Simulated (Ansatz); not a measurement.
**Cl2FH2NZr: small, medium and large basis sets**

The task here is to estimate one member of a computed series from the others.

Computed with Ansatz 0.2.0, Gaussian basis. Level: one geometry, several basis sets.

Plan: PBE0-D4/def2-SVP; ωB97M-V/def2-SVP; PBE0-D4/def2-QZVPP; ωB97M-V/def2-QZVPP; the functionals' def2-TZVPP values are taken from earlier runs.

**Structure used throughout**

An earlier PBE0-D4 in a triple-zeta def2 set relaxation fixed the geometry. Zr takes the def2 core potential; no spin-orbit term is included.

SMILES `[NH2][Zr]([F])([Cl])[Cl]`, 7 atoms, charge 0, spin multiplicity 1.

Atoms are counted from 1 here; the program's logs count them from 0.

Bond lengths: N1–Zr2 1.998 Å, N1–H6 1.012 Å, N1–H7 1.012 Å, Zr2–F3 1.889 Å, Zr2–Cl4 2.350 Å, Zr2–Cl5 2.350 Å. Angles: Zr2–N1–H6 125.7°, Zr2–N1–H7 125.1°, H6–N1–H7 109.2°, N1–Zr2–F3 106.2°, N1–Zr2–Cl4 108.6°, N1–Zr2–Cl5 108.6°, F3–Zr2–Cl4 112.3°, F3–Zr2–Cl5 112.3°, Cl4–Zr2–Cl5 108.6°.

The first run:

in.yaml

```yaml
crystal:
  periodic: [false, false, false]
  atoms:
    - {symbol: N, position_ang: [-0.173544, 1.252215, -0.045023]}
    - {symbol: Zr, position_ang: [0.001715, -0.737375, -0.014155]}
    - {symbol: F, position_ang: [-1.625411, -1.420312, -0.687280]}
    - {symbol: Cl, position_ang: [0.409946, -1.418836, 2.197226]}
    - {symbol: Cl, position_ang: [1.843158, -1.347415, -1.340110]}
    - {symbol: H, position_ang: [0.532576, 1.912205, 0.254624]}
    - {symbol: H, position_ang: [-0.988439, 1.759519, -0.365272]}
basis:
  gaussian: {orbitals: def2-SVP}
hamiltonian: {xc: pbe0, dispersion: d4}
output: {orbitals: {seedname: orbitals}}
```

Started as:

```console
ansatz run in.yaml --threads 2 --pin off --events-out ev --progress --plain --max-ram 32768MiB --backend cpu
```

Steps of the session up to this table: PBE0-D4 in def2-SVP; ωB97M-V in def2-SVP; PBE0-D4 in def2-QZVPP; ωB97M-V in def2-QZVPP.

One of the session's tables, all rows but one given; the rest of the session is left out.

It belongs to the step «Density functionals: the series». 

| functional | basis | HOMO (eV) | LUMO (eV) |
| --- | --- | --- | --- |
| PBE0-D4 | def2-SVP | -8.27 | -1.72 |
| PBE0-D4 | def2-TZVPP | -8.36 | -1.81 |
| PBE0-D4 | def2-QZVPP | -8.38 | -1.82 |
| ωB97M-V | def2-SVP | -10.53 | 0.49 |
| ωB97M-V | def2-TZVPP | ? | ? |
| ωB97M-V | def2-QZVPP | -10.67 | 0.28 |

**Question.** Estimate the row for ωB97M-V, def2-TZVPP.

The run gave: HOMO (eV): -10.64; LUMO (eV): 0.35. In the column «HOMO (eV)» it lies between ωB97M-V, def2-QZVPP (-10.67) and ωB97M-V, def2-SVP (-10.53).
